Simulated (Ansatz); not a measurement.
# Co (hcp type): the cost of one run

Method: DFT LDA, with the methods named in each step, in Ansatz 0.2.0.

### 1 The system as given

It takes space group P6_3/mmc (No. 194, hexagonal). The conventional cell has a = 2.430 Å, b = 2.430 Å, c = 3.918 Å, α = 90.00°, β = 90.00°, γ = 120.00°. Co (site symmetry -6m2) is surrounded by 12 Co at 2.41 to 2.43 Å.

As a file:

```cif
data_structure
_symmetry_space_group_name_H-M 'P 1'
_symmetry_Int_Tables_number 1
_cell_length_a 2.4295
_cell_length_b 3.9181
_cell_length_c 4.2081
_cell_angle_alpha 90.000
_cell_angle_beta 90.000
_cell_angle_gamma 90.000
_cell_volume 40.06
loop_
_atom_site_label
_atom_site_type_symbol
_atom_site_fract_x
_atom_site_fract_y
_atom_site_fract_z
_atom_site_occupancy
Co1 Co 0.50000 0.25000 0.16667 1
Co2 Co 0.00000 0.25000 0.66667 1
Co3 Co 0.00000 0.75000 0.33333 1
Co4 Co 0.50000 0.75000 0.83333 1
```

Atoms are numbered in the order of the input: Co1, Co2, Co3, Co4.

### 2 Bulk in the slab's orientation, LAPW

Contents of input.yaml:

```yaml
crystal:
  lattice:
    - [-1.2147726099, 2.10404788, 0.0]
    - [0.0, 0.0, 3.918116458]
    - [3.6443178296, 2.10404788, 0.0]
  atoms:
    - { symbol: Co, position: [0.5, 0.25, 0.166666667], spin: 1.7 }
    - { symbol: Co, position: [0.0, 0.25, 0.666666667], spin: 1.7 }
    - { symbol: Co, position: [0.0, 0.75, 0.333333333], spin: 1.7 }
    - { symbol: Co, position: [0.5, 0.75, 0.833333333], spin: 1.7 }
magnetization:
  spin_polarized: true
kpoints:
  mp_grid: { grid: [15, 9, 9] }
scf:
  occupations: { method: fermi_dirac, width: 0.05 }
hamiltonian:
  xc: lda
  pseudopotentials: { kind: all_electron, lapw: { basis_error: 0.001 } }
output:
  forces: true
  stress: true
  eigenvalues: true
```

Command:

```bash
$ ansatz run input.yaml --threads 3 --pin off --max-ram 9216MiB --backend cpu --events-out ev --progress --plain --runs-dir out
```

What time and memory should one allow on 3 threads of Intel Xeon Platinum 8488C (Sapphire Rapids), shared host?

About 1.7 min, with a peak of 2.2 GiB.
